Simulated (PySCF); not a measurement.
# ReOF3: other functionals and bases at one geometry

An exercise on one series of results from a longer session: the logs are not shown, and one member is left open.

Program: PySCF 2.14.0. Level of theory: several levels, as the steps say, no spin–orbit coupling. These are calculated values, not measurements.

3 further runs of the same task are left out: 2 for a known fault of the program, 1 that didn't finish.

## The system as given

5 atoms, charge 0, spin multiplicity 1.

Bond lengths: Re1–O2 1.697 Å, Re1–F3 1.840 Å, Re1–F4 1.885 Å, Re1–F5 1.840 Å. Angles: O2–Re1–F3 97.8°, O2–Re1–F4 152.0°, O2–Re1–F5 97.8°, F3–Re1–F4 89.3°, F3–Re1–F5 148.9°, F4–Re1–F5 89.3°.

As a file:

```xyz
5
charge 0, multiplicity 1
Re    0.0472    0.0000    0.0357
O     1.6860    0.0000    0.4778
F    -0.0834    1.7728   -0.4396
F    -1.7898    0.0000    0.4573
F    -0.0834   -1.7728   -0.4396
```

Formal oxidation states: Re +5. An earlier session relaxed this geometry at BP86, Re def2-SVP with ECP60, O def2-SVP, F def2-SVP (singlet, point group Cs).

At BP86 on the finer grid: E = -452.992522 Eh, HOMO -6.53 eV, LUMO -5.75 eV, Mulliken charge on Re1 +0.98 e, largest force component 0.022 eV/Å. The gap is small, and the closed shell wasn't tested for a lower spin-broken solution.

Levels to run: B3LYP; PBE0; TPSS; PBE; BP86, TZVP; BP86, x2c-SVP. Hardware: 2 threads of Intel Xeon Platinum 8375C at 2.90GHz (Ice Lake), shared host.

The first run:

run.py (the lines that set the calculation)

```python
mol = gto.M(atom='''
Re     0.04724     0.00000     0.03566
O      1.68599     0.00000     0.47776
F     -0.08340     1.77275    -0.43962
F     -1.78976     0.00000     0.45731
F     -0.08340    -1.77275    -0.43962''',
    basis={'Re': 'def2-SVP', 'O': 'def2-SVP', 'F': 'def2-SVP'},
    ecp={'Re': 'def2-SVP'},
    charge=0, spin=0)
mf = dft.RKS(mol, xc='B3LYP')
mf.grids.atom_grid = (75, 302)
mf = mf.density_fit()  # fitting sets: Re def2-universal-JKFIT, O def2-universal-JKFIT, F def2-universal-JKFIT
mf.conv_tol = 1e-08; mf.max_cycle = 55
mf.kernel(dm0)  # dm0: the density of the relaxed state
```

Started as:

```sh
> OMP_NUM_THREADS=2 python run.py
```

Steps of the session up to this table: B3LYP; PBE0; TPSS; PBE; BP86, TZVP; BP86, x2c-SVP.

One of the session's tables, all rows but one given; the rest of the session is left out.

| level | HOMO (eV) | gap (eV) | charge on Re1 (e) | dipole (D) | largest force component (eV/Å) |
| --- | --- | --- | --- | --- | --- |
| BP86 (relaxed here) | -6.53 | 0.78 | 0.98 | 0.07 | 0.02 |
| B3LYP | -7.89 | 2.84 | 1.17 | 0.18 | 0.87 |
| PBE0 | -8.16 | 3.31 | 1.22 | 0.20 | 1.67 |
| TPSS | ? | ? | ? | ? | ? |
| PBE | -6.41 | 0.78 | 0.97 | 0.07 | 0.13 |
| BP86, TZVP | -6.59 | 0.75 | 1.18 | 0.10 | 0.14 |
| BP86, x2c-SVP | -6.79 | 0.69 | 0.84 | 0.07 | 0.83 |

**Question.** Estimate the row for TPSS.

As computed: HOMO (eV): -6.58; gap (eV): 1.05; charge on Re1 (e): 1.08; dipole (D): 0.06; largest force component (eV/Å): 0.10. In the column «HOMO (eV)» it lies between BP86, TZVP (-6.59) and BP86 (relaxed here) (-6.53).

In one basis the HOMO–LUMO gap runs from 0.78 eV (BP86) to 3.31 eV (PBE0). The largest leftover force, 1.67 eV/Å with PBE0, stands at a geometry relaxed at another level. Total energies of different levels can't be compared.
